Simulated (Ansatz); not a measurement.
**C4H6F4: how energies converge with the basis set**

Aim: see how fast density functionals converge with the basis set for C4H6F4.

The runs use Ansatz 0.2.0, Gaussian basis; one geometry, several basis sets.

Plan: PBE0-D4/def2-SVP; ωB97M-V/def2-SVP; PBE0-D4/def2-QZVPP; ωB97M-V/def2-QZVPP; the functionals' def2-TZVPP values are taken from earlier runs.

**1. Structure used throughout**

All runs share one geometry, relaxed beforehand with PBE0-D4/def2-TZVP.

SMILES `CC(F)(F)CC(F)F`, 14 atoms, charge 0, spin multiplicity 1.

Atoms are counted from 1 here; the program's logs count them from 0.

Bond lengths: C1–C2 1.502 Å, C1–H9 1.089 Å, C1–H10 1.090 Å, C1–H11 1.090 Å, C2–F3 1.371 Å, C2–F4 1.367 Å, C2–C5 1.516 Å, C5–C6 1.506 Å, C5–H12 1.092 Å, C5–H13 1.092 Å, C6–F7 1.357 Å, C6–F8 1.361 Å, C6–H14 1.093 Å. Angles: C2–C1–H9 110.6°, C2–C1–H10 109.9°, C2–C1–H11 108.6°, H9–C1–H10 108.9°, H9–C1–H11 109.6°, H10–C1–H11 109.3°, C1–C2–F3 109.0°, C1–C2–F4 108.7°, C1–C2–C5 117.6°, F3–C2–F4 105.8°, F3–C2–C5 108.1°, F4–C2–C5 106.9°, C2–C5–C6 114.8°, C2–C5–H12 107.1°, C2–C5–H13 109.8°, C6–C5–H12 107.8°, C6–C5–H13 108.9°, H12–C5–H13 108.3° and more.

**2. PBE0-D4 in def2-SVP**

Contents of in.yaml:

```yaml
crystal:
  periodic: [false, false, false]
  atoms:
    - {symbol: C, position_ang: [-0.795700, -1.319256, 0.715685]}
    - {symbol: C, position_ang: [-0.777440, -0.377573, -0.454098]}
    - {symbol: F, position_ang: [-0.228975, -1.018795, -1.535080]}
    - {symbol: F, position_ang: [-2.066409, -0.089817, -0.805884]}
    - {symbol: C, position_ang: [-0.061012, 0.947259, -0.279613]}
    - {symbol: C, position_ang: [1.430777, 0.839326, -0.104642]}
    - {symbol: F, position_ang: [1.973221, 2.082072, -0.149631]}
    - {symbol: F, position_ang: [1.741481, 0.315919, 1.112817]}
    - {symbol: H, position_ang: [0.216048, -1.621584, 0.979943]}
    - {symbol: H, position_ang: [-1.254439, -0.833358, 1.576868]}
    - {symbol: H, position_ang: [-1.380808, -2.198228, 0.444577]}
    - {symbol: H, position_ang: [-0.250159, 1.535351, -1.180016]}
    - {symbol: H, position_ang: [-0.478518, 1.483568, 0.574822]}
    - {symbol: H, position_ang: [1.918834, 0.225914, -0.867047]}
basis:
  gaussian: {orbitals: def2-SVP}
hamiltonian: {xc: pbe0, dispersion: d4}
output: {orbitals: {seedname: orbitals}}
```

Launch:

```bash
> ansatz run in.yaml --threads 2 --pin off --events-out ev --progress --plain --max-ram 32768MiB --backend cpu
```

The runs that follow: ωB97M-V in def2-SVP; PBE0-D4 in def2-QZVPP; ωB97M-V in def2-QZVPP.

Before running them: what should the planned runs give, taken together? Wanted: PBE0-D4: double and triple zeta above quadruple; ωB97M-V: double and triple zeta above quadruple.

The runs gave:

| quantity | value |
| --- | --- |
| PBE0-D4: double and triple zeta above quadruple | 18.66, 0.77 eV |
| ωB97M-V: double and triple zeta above quadruple | 19.13, 0.74 eV |

**Reading.** For PBE0-D4 the step from double to triple zeta gains 17.89 eV and the next only 0.77 eV. These are total energies; as a rule much of such shifts cancels in differences, which this series doesn't test. The LUMO of ωB97M-V is positive and keeps falling with the basis (3.54 to 1.95 eV): an unbound level that the basis holds in place.
